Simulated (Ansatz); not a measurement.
# MgAs2C: the cost of one run

Computed with Ansatz 0.2.0 (reference: DFT, HSE06, plane waves, PAW, unless a step's input says otherwise).

### 1 The starting structure

Symmetry: P-4m2, No. 115, tetragonal system. Conventional cell: a = 3.051 Å, b = 3.051 Å, c = 7.832 Å, α = 90.00°, β = 90.00°, γ = 90.00°. Mg (site symmetry -4m2) has 4 Mg at 3.05 Å and 4 As at 3.05 Å as nearest neighbours. As (site symmetry 2mm) has 2 C at 1.99 Å as nearest neighbours. C (site symmetry -4m2) has 4 As at 1.99 Å as nearest neighbours.

As a file:

```xyz
4
Lattice="3.0515 0.0000 0.0000 0.0000 3.0515 0.0000 0.0000 0.0000 7.8322" Properties=species:S:1:pos:R:3 pbc="T T T"
Mg    0.0000    0.0000    0.0000
As    0.0000    1.5257    2.6453
C     1.5257    1.5257    3.9161
As    1.5257    0.0000    5.1869
```

### 2 The reference run

File input.yaml:

```yaml
crystal:
  lattice:
    - [3.0514594815, 0.0, 0.0]
    - [0.0, 3.0514594815, 0.0]
    - [0.0, 0.0, 7.8321633408]
  atoms:
    - { symbol: Mg, position: [0.0, 0.0, 0.0] }
    - { symbol: As, position: [0.0, 0.5, 0.337746664] }
    - { symbol: C, position: [0.5, 0.5, 0.5] }
    - { symbol: As, position: [0.5, 0.0, 0.662253336] }
kpoints:
  mp_grid: { grid: [4, 4, 2] }
hamiltonian:
  xc: hse06
scf:
  occupations: { method: fermi_dirac, width: 0.02 }
  n_extra_bands: 5
output:
  forces: true
  stress: true
  eigenvalues: true
```

The run is started by

```sh
ansatz run input.yaml --threads 4 --pin off --max-ram 3686MiB --backend cpu --events-out ev --progress --plain --runs-dir out
```

Q: Estimate wall time and peak memory on 4 threads of Arm Neoverse N1, shared host.

About 20 s, with a peak of 0.94 GiB.
